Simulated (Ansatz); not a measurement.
# CaZrSe: the cost of one run

Method: DFT PBE, scalar-relativistic, plane waves, PAW, in Ansatz 0.2.0.

### 1 Starting point

It takes space group Pmmm (No. 47, orthorhombic). The conventional cell has a = 3.958 Å, b = 3.999 Å, c = 4.083 Å, α = 90.00°, β = 90.00°, γ = 90.00°. Ca (site symmetry mmm) has 2 Zr at 2.04 Å as nearest neighbours. Zr (site symmetry mmm) is surrounded by 2 Ca at 2.04 Å and 4 Se at 2.81 Å. Se (site symmetry mmm) has 4 Zr at 2.81 Å as nearest neighbours.

Coordinates:

```cif
data_structure
_symmetry_space_group_name_H-M 'Pmmm'
_symmetry_Int_Tables_number 47
_cell_length_a 3.9581
_cell_length_b 3.9993
_cell_length_c 4.0827
_cell_angle_alpha 90.000
_cell_angle_beta 90.000
_cell_angle_gamma 90.000
_cell_volume 64.63
loop_
_atom_site_label
_atom_site_type_symbol
_atom_site_symmetry_multiplicity
_atom_site_Wyckoff_symbol
_atom_site_fract_x
_atom_site_fract_y
_atom_site_fract_z
_atom_site_occupancy
Ca1 Ca 1 h 0.50000 0.50000 0.50000 1
Zr1 Zr 1 f 0.50000 0.50000 0.00000 1
Se1 Se 1 a 0.00000 0.00000 0.00000 1
```

A structure generator made this guess: species swapped into a database cell of ErCoC (Pmmm, No. 47), with Se on the Er sites, Ca on the Co sites and Zr on the C sites. Its size is a rough estimate.

### 2 Probe: one point on a coarse mesh

Input file input.yaml:

```yaml
crystal:
  lattice:
    - [3.95807356, 0.0, 0.0]
    - [0.0, 3.99925807, 0.0]
    - [0.0, 0.0, 4.08270207]
  atoms:
    - { symbol: Ca, position: [0.5, 0.5, 0.5] }
    - { symbol: Zr, position: [0.5, 0.5, 0.0] }
    - { symbol: Se, position: [0.0, 0.0, 0.0] }
basis:
  ecutwfc: 420
kpoints:
  mp_grid: { grid: [4, 4, 4] }
hamiltonian:
  xc: pbe
scf:
  occupations: { method: gaussian, width: 0.1 }
  lower_state_search: "off"
output:
  forces: true
  stress: true
  eigenvalues: true
```

Run with:

```sh
> ansatz run input.yaml --threads 1 --pin off --max-ram 2048MiB --backend cpu --events-out ev --progress --plain --runs-dir out
```

**Question.** How long does this run take on 1 thread of Arm Neoverse V1, shared host, and how much memory does it need?

About 3 s, with a peak of 0.35 GiB.
